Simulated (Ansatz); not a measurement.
Write a Python script for Ansatz 0.2.0, Python API that makes a single point in a Gaussian basis of C₃H₁₀ClGaO, SMILES C[O+](C)[GaH2-][CH2]Cl. Settings: PBE0, def2-SVP basis, multiplicity 1.

```xyz
16

C    -1.0893   -1.4146    0.2558
O    -1.0788   -0.0119    0.4571
C    -1.3339    0.6389   -0.7757
Ga    0.5963    0.5042    1.0957
C     2.0281    0.2768   -0.2890
Cl    2.2137    1.7895   -1.2046
H    -2.0925   -1.7486   -0.0906
H    -0.9054   -1.9400    1.2186
H    -0.3261   -1.7476   -0.4848
H    -1.3143    1.7424   -0.6381
H    -0.5988    0.3636   -1.5668
H    -2.3562    0.3910   -1.1377
H     0.5355    2.0501    1.5421
H     0.9727   -0.3824    2.3861
H     2.9853    0.0340    0.2161
H     1.7636   -0.5453   -0.9843
```

The script, `energy_c3h10clgao.py`:
```python
"""Electronic structure of the C3H10ClGaO molecule."""

from pathlib import Path

import ansatz as az
from ase import Atoms
import numpy as np


def main() -> None:
    atoms = Atoms(["C", "O", "C", "Ga", "C", "Cl", "H", "H", "H", "H", "H", "H", "H", "H", "H", "H"], positions=[
        (-1.0893, -1.4146, 0.2558),
        (-1.0788, -0.0119, 0.4571),
        (-1.3339, 0.6389, -0.7757),
        (0.5963, 0.5042, 1.0957),
        (2.0281, 0.2768, -0.289),
        (2.2137, 1.7895, -1.2046),
        (-2.0925, -1.7486, -0.0906),
        (-0.9054, -1.94, 1.2186),
        (-0.3261, -1.7476, -0.4848),
        (-1.3143, 1.7424, -0.6381),
        (-0.5988, 0.3636, -1.5668),
        (-2.3562, 0.391, -1.1377),
        (0.5355, 2.0501, 1.5421),
        (0.9727, -0.3824, 2.3861),
        (2.9853, 0.034, 0.2161),
        (1.7636, -0.5453, -0.9843),
    ])
    mol = az.Crystal.molecule_from_ase(atoms)

    calc = (
        mol.calculation()
        .basis(gaussian="def2-SVP")
        .functional("pbe0")
        .forces()
        .orbitals()
    )
    print(calc.to_yaml())
    result = calc.run(threads=1, runs_dir="out")
    data = result.report

    print(f"E = {data['free_energy_ev']:.6f} eV = {data['free_energy_ev'] / 27.211386246:.7f} Ha")
    print("converged:", data["converged"], " doubts:", data["published_state_doubts"] or "none")

    symbols = [site.symbol for site in mol.cartesian_sites]
    forces = np.array(data["forces_ev_ang"])
    print("largest force", round(float(np.linalg.norm(forces, axis=1).max()), 4), "eV/A, rms", round(float(np.sqrt((forces ** 2).mean())), 4))

    charges = data["charge_distribution"]
    dipole = np.array(charges["dipole_moment_e_ang"]) * 4.803205
    print("dipole (D): {:.3f} {:.3f} {:.3f}, length {:.3f}".format(*dipole, np.linalg.norm(dipole)))
    print("atom  Mulliken   Lowdin")
    for symbol, m, l in zip(symbols, charges["mulliken_charges_e"], charges["lowdin_charges_e"]):
        print(f"{symbol:4s} {m:9.3f} {l:8.3f}")

    lines = Path(data["orbitals_path"]).read_text().splitlines()
    field_of = lambda key: [line.split("=")[1].strip() for line in lines if line.startswith(key)]
    orbitals = [(27.211386 * float(e), s, float(n)) for e, s, n in zip(field_of("Ene="), field_of("Spin="), field_of("Occup="))]
    homo = max(e for e, _, n in orbitals if n > 0.5)
    lumo = min(e for e, _, n in orbitals if n < 0.5)
    print(f"HOMO {homo:.3f} eV, LUMO {lumo:.3f} eV, gap {lumo - homo:.3f} eV")


if __name__ == "__main__":
    main()
```

```console
$ python energy_c3h10clgao.py
crystal:
  periodic: [false, false, false]
  atoms:
    - { symbol: C, position_ang: [-1.0893, -1.4146, 0.2558] }
    - { symbol: O, position_ang: [-1.0788, -0.0119, 0.4571] }
    - { symbol: C, position_ang: [-1.3339, 0.6389, -0.7757] }
    - { symbol: Ga, position_ang: [0.5963, 0.5042, 1.0957] }
    - { symbol: C, position_ang: [2.0281, 0.2768, -0.289] }
    - { symbol: Cl, position_ang: [2.2137, 1.7895, -1.2046] }
    - { symbol: H, position_ang: [-2.0925, -1.7486, -0.0906] }
    - { symbol: H, position_ang: [-0.9054, -1.94, 1.2186] }
    - { symbol: H, position_ang: [-0.3261, -1.7476, -0.4848] }
    - { symbol: H, position_ang: [-1.3143, 1.7424, -0.6381] }
    - { symbol: H, position_ang: [-0.5988, 0.3636, -1.5668] }
    - { symbol: H, position_ang: [-2.3562, 0.391, -1.1377] }
    - { symbol: H, position_ang: [0.5355, 2.0501, 1.5421] }
    - { symbol: H, position_ang: [0.9727, -0.3824, 2.3861] }
    - { symbol: H, position_ang: [2.9853, 0.034, 0.2161] }
    - { symbol: H, position_ang: [1.7636, -0.5453, -0.9843] }
basis:
  gaussian:
    orbitals: def2-SVP
hamiltonian:
  xc: pbe0
output:
  orbitals: {}
  forces: true

E = -70188.645856 eV = -2579.3851596 Ha
converged: True  doubts: none
largest force 4.7487 eV/A, rms 0.8878
dipole (D): -4.733 -3.830 -2.649, length 6.639
atom  Mulliken   Lowdin
C        0.089    0.130
O       -0.439    0.274
C        0.087    0.134
Ga       0.292   -0.512
C       -0.285   -0.171
Cl      -0.185    0.174
H        0.071    0.004
H        0.115    0.033
H        0.081    0.019
H        0.120    0.039
H        0.086    0.020
H        0.070    0.003
H       -0.130   -0.076
H       -0.147   -0.081
H        0.107    0.018
H        0.069   -0.008
HOMO -6.410 eV, LUMO 0.517 eV, gap 6.927 eV
```

Notes:
- Total energies depend on the basis set; only differences at equal settings carry meaning.
- The geometry is a force-field or estimated start, not a minimum of this method, and the basis set is short of its limit.
- The Löwdin charges here are taken after orthogonalising the functions within each atom; they differ from plain Löwdin charges, and their signs can be unphysical.
- Levels such as HOMO and LUMO are orbital energies: with these approximate functionals they aren't the ionisation energy and electron affinity, and their gap isn't the fundamental gap.
- Timing: 8.2 s on 1 thread of Intel(R) Xeon(R) 6975P-C (Granite Rapids), on a shared host, peak memory 0.51 GiB.

(Lines on the test bed's own set-up are left out of the output.)
